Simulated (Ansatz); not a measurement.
Task: a charge-density difference against the sublattices of TiW, space group Cmmm, with the Ansatz DFT code, driven from Python. Give the script and its output. Use (first run): LDA, PAW, cutoff 460 eV, 11×11×7 k-points, Fermi-Dirac smearing of 0.05 eV.

```xyz
2
Lattice="1.5937 -2.2546 0.0000 1.5937 2.2546 0.0000 0.0000 0.0000 4.4681" Properties=species:S:1:pos:R:3 pbc="T T T"
Ti    0.0000    0.0000    0.0000
W     1.5937    0.0000    2.2341
```

The script, `drho_tiw.py`:
```python
"""Density of TiW less that of its sublattices."""

import argparse

import ansatz
import numpy as np

parser = argparse.ArgumentParser(description="Density of TiW less that of its sublattices.")
parser.add_argument("--width-ev", type=float, default=0.05, help="smearing width (eV)")
parser.add_argument("--xc", required=True, help="exchange-correlation functional")
parser.add_argument("--cutoff-ev", type=float, default=460.0, help="plane-wave cutoff (eV)")
parser.add_argument("--kgrid", type=int, nargs=3, default=[11, 11, 7], help="k-point sampling")
args = parser.parse_args()

vectors0 = np.array([
    [1.59372522, -2.25463434, 0.0],
    [1.59372522, 2.25463434, 0.0],
    [0.0, 0.0, 4.4681168],
])
sites = [
    ("Ti", [0.0, 0.0, 0.0]),
    ("W", [0.5, 0.5, 0.5]),
]


def on_lattice(cell):
    crystal = ansatz.Crystal(lattice=ansatz.Lattice.of(cell))
    for symbol, position in sites:
        crystal = crystal.atom(symbol, position)
    return crystal

# same cell, cutoff and mesh for the crystal and its parts
def solve(crystal):
    return (
        crystal.calculation()
        .occupations(ansatz.OccupationsMethod.FERMI_DIRAC, width=args.width_ev)
        .functional(args.xc)
        .basis(args.cutoff_ev, grid_basis="typed")
        .kpoints(*args.kgrid)
        .density()
        .run(threads=1)
    )


whole = solve(on_lattice(vectors0))
difference = whole.density().channels[0].density_e_per_ang3.copy()
binding = whole.report["free_energy_ev"]
for element in ["Ti", "W"]:
    part = ansatz.Crystal(lattice=ansatz.Lattice.of(vectors0))
    for symbol, position in sites:
        if symbol == element:
            part = part.atom(symbol, position)
    alone = solve(part)
    difference -= alone.density().channels[0].density_e_per_ang3
    binding -= alone.report["free_energy_ev"]
    print(f"{element} sublattice: {alone.report['n_electrons']:g} electrons, {alone.report['n_iterations']} iterations")

voxel = abs(np.linalg.det(vectors0)) / difference.size
print(f"energy of the crystal less its unpolarised sublattices: {binding / len(sites):.4f} eV/atom")
print(f"net charge of the difference {difference.sum() * voxel:.5f} e, charge rearranged {0.5 * np.abs(difference).sum() * voxel:.3f} e")
print(f"extremes {difference.min():.4f} and {difference.max():.4f} e/A^3")
for (symbol, position) in sites:
    index = tuple(int(round(p * n)) % n for p, n in zip(position, difference.shape))
    print(f"  change of the pseudo-density at the grid point nearest {symbol}: {difference[index]:+.4f} e/A^3")
```

Output of `python drho_tiw.py --xc LDA`:
```text
Ti sublattice: 12 electrons, 6 iterations
W sublattice: 14 electrons, 7 iterations
energy of the crystal less its unpolarised sublattices: -2.7877 eV/atom
net charge of the difference 0.00000 e, charge rearranged 0.590 e
extremes -0.1396 and 0.1306 e/A^3
  change of the pseudo-density at the grid point nearest Ti: -0.0683 e/A^3
  change of the pseudo-density at the grid point nearest W: -0.0409 e/A^3
```

Notes:
- Spin is left out of this run.
- For a metal this k-point mesh is coarse: on a finer one energies can move by several to tens of meV an atom and pressures by half a GPa or more, differences at one mesh by less.
- Spin-orbit coupling, which matters for elements this heavy, is left out.
- Densities and potentials on the grid are those of the valence electrons, and inside the cores they hang on the potentials used.
- This cell is a computed structure, which may not be the phase found in nature.
- Charge moved counts every rearrangement, bonding and polarisation too, and is no transfer between atoms; the bare sublattices are artificial references. Values near the nuclei depend on the potentials.
- It ran for 6.5 s on 1 thread of Arm Neoverse V2, with other jobs on the host, peak memory 0.43 GiB.
